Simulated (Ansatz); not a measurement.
# InSe: the cost of one run

Computed with Ansatz 0.2.0 (DFT LDA, scalar-relativistic, plane waves, PAW, and further levels as typed in the inputs, unless a step's input says otherwise).

### Step 1. The structure to begin with

Symmetry: P3m1, No. 156, trigonal system. Conventional cell: a = 4.000 Å, b = 4.000 Å, c = 56.660 Å, α = 90.00°, β = 90.00°, γ = 120.00°. Se (site symmetry 3m) is surrounded by 3 In at 2.65 Å. Around In (site symmetry 3m) lie 3 Se at 2.65 Å and 1 In at 2.79 Å. Only part of the 20 independent sites is listed.

Coordinates:

```
CELL_PARAMETERS angstrom
4.00000 0.00000 0.00000
-2.00000 3.46410 0.00000
0.00000 0.00000 56.66000
ATOMIC_POSITIONS crystal
Se 0.33333 0.66667 0.15884
In 0.00000 0.00000 0.18170
In 0.00000 0.00000 0.23094
Se 0.33333 0.66667 0.25379
Se 0.00000 0.00000 0.30568
In 0.66667 0.33333 0.32854
In 0.66667 0.33333 0.37778
Se 0.00000 0.00000 0.40064
Se 0.66667 0.33333 0.45252
In 0.33333 0.66667 0.47538
In 0.33333 0.66667 0.52462
Se 0.66667 0.33333 0.54748
Se 0.33333 0.66667 0.59936
In 0.00000 0.00000 0.62222
In 0.00000 0.00000 0.67146
Se 0.33333 0.66667 0.69432
Se 0.00000 0.00000 0.74621
In 0.66667 0.33333 0.76906
In 0.66667 0.33333 0.81830
Se 0.00000 0.00000 0.84116
```

### Step 2. Relaxing the atoms: In10Se10 sheet, no spin

input.yaml

```yaml
crystal:
  lattice:
    - [4.0, 0.0, 0.0]
    - [-2.0, 3.4641016151, 0.0]
    - [0.0, 0.0, 56.66]
  atoms:
    - { symbol: Se, position: [0.3333333333, 0.6666666667, 0.1588422167] }
    - { symbol: In, position: [0.0, 0.0, 0.1816978468] }
    - { symbol: In, position: [0.0, 0.0, 0.230938934] }
    - { symbol: Se, position: [0.3333333333, 0.6666666667, 0.2537945641] }
    - { symbol: Se, position: [0.0, 0.0, 0.3056830215] }
    - { symbol: In, position: [0.6666666667, 0.3333333333, 0.3285386516] }
    - { symbol: In, position: [0.6666666667, 0.3333333333, 0.3777797388] }
    - { symbol: Se, position: [0.0, 0.0, 0.4006353689] }
    - { symbol: Se, position: [0.6666666667, 0.3333333333, 0.4525238263] }
    - { symbol: In, position: [0.3333333333, 0.6666666667, 0.4753794564] }
    - { symbol: In, position: [0.3333333333, 0.6666666667, 0.5246205436] }
    - { symbol: Se, position: [0.6666666667, 0.3333333333, 0.5474761737] }
    - { symbol: Se, position: [0.3333333333, 0.6666666667, 0.5993646311] }
    - { symbol: In, position: [0.0, 0.0, 0.6222202612] }
    - { symbol: In, position: [0.0, 0.0, 0.6714613484] }
    - { symbol: Se, position: [0.3333333333, 0.6666666667, 0.6943169785] }
    - { symbol: Se, position: [0.0, 0.0, 0.7462054359] }
    - { symbol: In, position: [0.6666666667, 0.3333333333, 0.769061066] }
    - { symbol: In, position: [0.6666666667, 0.3333333333, 0.8183021532] }
    - { symbol: Se, position: [0.0, 0.0, 0.8411577833] }
  periodic: [true, true, false]
scf:
  occupations: { method: gaussian, width: 0.02 }
  n_extra_bands: 6
output:
  forces: true
  stress: false
  write_density: true
  write_potential: true
  elf: true
  volumetric_format: npy
kpoints:
  mp_grid: { grid: [10, 10, 1] }
hamiltonian:
  xc: lda
relax:
  f_tol: 0.004
  max_steps: 100
```

Launch:

```bash
$ ansatz run input.yaml --threads 8 --pin off --max-ram 24576MiB --backend cpu --events-out ev --progress --plain --runs-dir out
```

Q: Estimate wall time and peak memory on 8 threads of Intel Xeon Platinum 8488C (Sapphire Rapids), shared host.

About 7.7 min, with a peak of 8.4 GiB.
